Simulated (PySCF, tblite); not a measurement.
# C5H11BN2: geometry, infrared bands and NMR shifts

Wanted: the infrared bands and NMR shifts of C5H11BN2 (`C[N@@H+]1CC[B@@-]1(C)C#N`), by calculation.

Programs: tblite 0.8.0 and PySCF 2.14.0, with density-fitted response routines of our own. Each step states its level of theory. These are calculated values for one molecule in the gas phase, unless marked as measured. Atoms count from 0, in the outputs and in this text.

### Step 1. Starting geometry

19 atoms, charge 0, multiplicity 1; geometry from: force field or distance geometry start.

Bonds of the start (Å): C0–N1 1.48, N1–C2 1.48, C2–C3 1.53, C3–B4 1.60, B4–C5 1.61, B4–C6 1.57, C6–N7 1.15, B4–N1 1.55, C0–H8 1.11, C0–H9 1.12, C0–H10 1.10, N1–H11 1.04, C2–H12 1.12, C2–H13 1.11, C3–H14 1.10, C3–H15 1.12, C5–H16 1.11, C5–H17 1.12, C5–H18 1.11.

### Step 2. Geometry optimisation with GFN2-xTB

What the job is given:

```
{"job": {"kind": "relax", "xc": "GFN2-xTB", "basis": "xTB"}, "charge": 0, "multiplicity": 1}
C     -1.432500    -0.164800     1.230100
N     -0.976500     0.026600    -0.161600
C     -0.587900    -1.251600    -0.800600
C      0.867100    -0.870100    -1.061000
B      0.490500     0.503800    -0.341200
C      1.337100     0.784100     0.997700
C      0.576200     1.710300    -1.336700
N      0.643800     2.605800    -2.060900
H     -2.448700    -0.622600     1.222000
H     -1.522700     0.822000     1.743200
H     -0.774000    -0.828100     1.817700
H     -1.671000     0.550200    -0.726100
H     -1.156600    -1.395100    -1.749100
H     -0.686200    -2.141800    -0.145100
H      1.106800    -0.782800    -2.131900
H      1.570100    -1.507000    -0.457000
H      0.853900     1.582000     1.605100
H      1.438400    -0.140900     1.612600
H      2.362500     1.129400     0.735300
```

The run is started by

```console
$ OMP_NUM_THREADS=1 python probes_run.py task.json out
```

The driver reads the jobs from task.json and runs them one after another.

**Question.** This job is followed by: GFN2-xTB harmonic vibrations, gas phase; GIAO PBE0/pcSseg-1 NMR shielding, non-relativistic, gas phase. Predict these results of the whole session: strongest single infrared mode (GFN2-xTB); zero-point energy (GFN2-xTB); ¹³C shifts against TMS (PBE0/pcSseg-1); ¹H shifts against TMS (PBE0/pcSseg-1, means over atoms taken as alike); ¹⁵N shifts against NH3 (PBE0/pcSseg-1); ¹¹B shifts against BF3·OEt2 (PBE0/pcSseg-1).

The runs gave:

```
                                                              quantity                                         value
                             strongest single infrared mode (GFN2-xTB)                         2352 cm⁻¹, 102 km/mol
                                          zero-point energy (GFN2-xTB)                                100.7 kcal/mol
                                ¹³C shifts against TMS (PBE0/pcSseg-1)              137.5, 53.0, 35.5, 11.9, 2.6 ppm
¹H shifts against TMS (PBE0/pcSseg-1, means over atoms taken as alike)  3.73, 3.15, 2.61, 2.40, 1.22, 0.68, 0.13 ppm
                                ¹⁵N shifts against NH3 (PBE0/pcSseg-1)                               336.3, 58.3 ppm
                           ¹¹B shifts against BF3·OEt2 (PBE0/pcSseg-1)                                     -12.5 ppm
```

Relaxing lowered the energy by 0.474 eV in 111 steps; the close pair that moved most is N1–B4, from 1.553 to 1.682 Å. All 51 modes are real, so the xTB geometry is a minimum. The strongest single mode, at 2352 cm⁻¹, moves mainly C6 and N7. GFN2-xTB is a fitted tight-binding method: band positions and strengths are rough. Its intensities can rank the bands wrongly. At PBE0/pcSseg-1: The widest tensor belongs to N7: span 499 ppm, with a paramagnetic part of -409 ppm.
